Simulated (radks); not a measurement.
# The first electron to leave Mo⁺

Aim: remove one electron from each of the outer sub-shells of Mo⁺ ([Kr] 4d(3/2: 4, 5/2: 1)) in turn, let the ion relax, and find the cheapest removal. The parent's configuration is the lowest that an earlier search found at this level.

Method: Dirac Kohn-Sham, BLYP, spin-unpolarised, spherical densities, finite nucleus. Code: radks (a radial shooting solver on a logarithmic mesh, Libxc functionals) version 1.

5 further runs of the same task are left out: 5 set aside as unsound or not needed.

## (1) Starting point

- element: molybdenum (Z = 42)
- charge: +1
- electrons: 41
- configuration: [Kr] 4d(3/2: 4, 5/2: 1)
- nuclear rms radius: 4.4091 fm

A shell typed twice in an input gives the lower j, then the higher j.

## (2) The parent, Mo⁺

From an earlier run at this level the parent has E = -4049.439318 hartree and these outer levels (eV):

| level | occupation | energy (eV) |
| --- | --- | --- |
| 3p3/2 | 4 | -379.92 |
| 3d3/2 | 4 | -229.38 |
| 3d5/2 | 6 | -226.06 |
| 4s1/2 | 2 | -70.937 |
| 4p1/2 | 2 | -46.804 |
| 4p3/2 | 4 | -44.309 |
| 4d3/2 | 4 | -10.428 |
| 4d5/2 | 1 | -10.215 |

## (3) Remove 4d5/2: [Kr] 4d(3/2: 4, 5/2: 0)

Input:

```text
Z 42
configuration [Kr] 4d4 4d0
relativity Dirac
functional b88,lyp
spin unpolarised
j_filling energy
nucleus finite rms 4.4091 fm
c 137.035999084
```

## (4) Remove 4d3/2: [Kr] 4d(3/2: 3, 5/2: 1)

Settings, as their differences from step 3:

```diff
@@ -1,3 +1,3 @@
 Z 42
-configuration [Kr] 4d4 4d0
+configuration [Kr] 4d3 4d1
 relativity Dirac
```

## (5) Remove 4p3/2: [Ar] 3d10 4s2 4p(1/2: 2, 3/2: 3) 4d(3/2: 4, 5/2: 1)

Settings, as their differences from step 4:

```diff
@@ -1,3 +1,3 @@
 Z 42
-configuration [Kr] 4d3 4d1
+configuration [Ar] 3d10 4s2 4p2 4p3 4d4 4d1
 relativity Dirac
```

## (6) Remove 4p1/2: [Ar] 3d10 4s2 4p(1/2: 1, 3/2: 4) 4d(3/2: 4, 5/2: 1)

Settings, as their differences from step 5:

```diff
@@ -1,3 +1,3 @@
 Z 42
-configuration [Ar] 3d10 4s2 4p2 4p3 4d4 4d1
+configuration [Ar] 3d10 4s2 4p1 4p4 4d4 4d1
 relativity Dirac
```

## (7) Ion rearranged (move 4d3/2 to 5s1/2 after a removal): [Kr] 4d(3/2: 3, 5/2: 0) 5s1

Settings, as their differences from step 6:

```diff
@@ -1,3 +1,3 @@
 Z 42
-configuration [Ar] 3d10 4s2 4p1 4p4 4d4 4d1
+configuration [Kr] 4d3 4d0 5s1
 relativity Dirac
```

## (8) Ion rearranged (move 4d3/2 to 5p1/2 after a removal): [Kr] 4d(3/2: 3, 5/2: 0) 5p(1/2: 1, 3/2: 0)

Settings, as their differences from step 7:

```diff
@@ -1,3 +1,3 @@
 Z 42
-configuration [Kr] 4d3 4d0 5s1
+configuration [Kr] 4d3 4d0 5p1 5p0
 relativity Dirac
```

**Question.** What will these runs give? Wanted: for each run, case; final configuration; Δ-SCF; −ε of the level emptied.

**Answer**, as computed:

| case | final configuration | Δ-SCF (eV) | −ε of the level emptied (eV) |
| --- | --- | --- | --- |
| remove 4d5/2 | [Kr] 4d(3/2: 4, 5/2: 0) | 15.232 | 10.215 |
| remove 4d3/2 | [Kr] 4d(3/2: 3, 5/2: 1) | 15.480 | 10.428 |
| ion rearranged (move 4d3/2 to 5s1/2 after a removal) | [Kr] 4d(3/2: 3, 5/2: 0) 5s1 | 18.923 | - |
| ion rearranged (move 4d3/2 to 5p1/2 after a removal) | [Kr] 4d(3/2: 3, 5/2: 0) 5p(1/2: 1, 3/2: 0) | 24.075 | - |
| remove 4p3/2 | [Ar] 3d10 4s2 4p(1/2: 2, 3/2: 3) 4d(3/2: 4, 5/2: 1) | 50.641 | 44.309 |
| remove 4p1/2 | [Ar] 3d10 4s2 4p(1/2: 1, 3/2: 4) 4d(3/2: 4, 5/2: 1) | 53.229 | 46.804 |

What this shows: The 4d5/2 electron leaves first, at 15.232 eV; the next cheapest, 4d3/2, costs 15.480 eV. 4d5/2 is also the highest occupied level of the parent. NIST lists 16.2 eV (semi-empirical), between the same two configurations. Spin polarisation and multiplet splitting are left out, so open shells lie too high by an amount that depends on their filling.
